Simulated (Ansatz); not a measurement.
This script for Ansatz 0.2.0 through its Python package starts 4 runs on AsLi. What input does the engine get in each?

`run_methods.py`
```python
from pathlib import Path

import ansatz
import numpy as np

SETTINGS = {
    "basis": "def2-SVP",
}

molecule = (
    ansatz.Crystal.molecule()
    .atom("Li", (0.0, 0.0, 0.0))
    .atom("As", (0.0, 0.0, 2.46))
)

base = (
    molecule.calculation()
    .basis(gaussian=SETTINGS["basis"])
    .spin("collinear", total=2)
    .scf(lower_state_search="off")
)

print("functional    E (Ha)        dipole (D)   HOMO (eV)  LUMO (eV)")
for name in ["blyp", "hf", "r2scan", "pbe0"]:
    data = base.functional(name).forces().orbitals().run(threads=1, runs_dir="runs").report
    lines = Path(data["orbitals_path"]).read_text().splitlines()
    field_of = lambda key: [line.split("=")[1].strip() for line in lines if line.startswith(key)]
    orbitals = [(27.211386 * float(e), s, float(n)) for e, s, n in zip(field_of("Ene="), field_of("Spin="), field_of("Occup="))]
    homo = max(e for e, _, n in orbitals if n > 0.5)
    lumo = min(e for e, _, n in orbitals if n < 0.5)
    dipole = 4.803205 * np.linalg.norm(data["charge_distribution"]["dipole_moment_e_ang"])
    print(f"{name:10s} {data['free_energy_ev'] / 27.211386246:14.6f} {dipole:9.3f} {homo:11.3f} {lumo:10.3f}")
```

Run 1:
```yaml
crystal:
  periodic: [false, false, false]
  atoms:
    - { symbol: Li, position_ang: [0.0, 0.0, 0.0] }
    - { symbol: As, position_ang: [0.0, 0.0, 2.46] }
basis:
  gaussian:
    orbitals: def2-SVP
hamiltonian:
  xc: blyp
magnetization:
  spin_polarized: true
  initial_magnetization: 2.0
scf:
  lower_state_search: "off"
output:
  orbitals: {}
  forces: true
```

Run 2, against run 1:
```diff
-  xc: blyp
+  xc: hf
```

Run 3, against run 1:
```diff
-  xc: blyp
+  xc: r2scan
```

Run 4, against run 1:
```diff
-  xc: blyp
+  xc: pbe0
```

Running `python run_methods.py` prints:
```text
functional    E (Ha)        dipole (D)   HOMO (eV)  LUMO (eV)
blyp         -2243.118930     5.768      -3.573     -2.671
hf           -2241.364795     7.322      -6.314     -0.024
r2scan       -2243.065168     6.734      -3.762     -2.144
pbe0         -2242.783456     6.619      -4.510     -1.585
```

These settings explore the input space; basis and method may be short of convergence. The geometry is a force-field or estimated start, not a minimum of this method, and the basis set is short of its limit. A lower total doesn't mark the better method: functionals have no common bound, and MP2 and coupled cluster aren't variational. The species is open-shell (spin multiplicity 3). Levels such as HOMO and LUMO are orbital energies: with these approximate functionals they aren't the ionisation energy and electron affinity, and their gap isn't the fundamental gap. The spin state was assumed, and another may lie lower. Run time: 5.3 s on 1 thread of Arm Neoverse V1 (shared host), peak memory 0.16 GiB.

(Lines on the test bed's own set-up are left out of the output.)
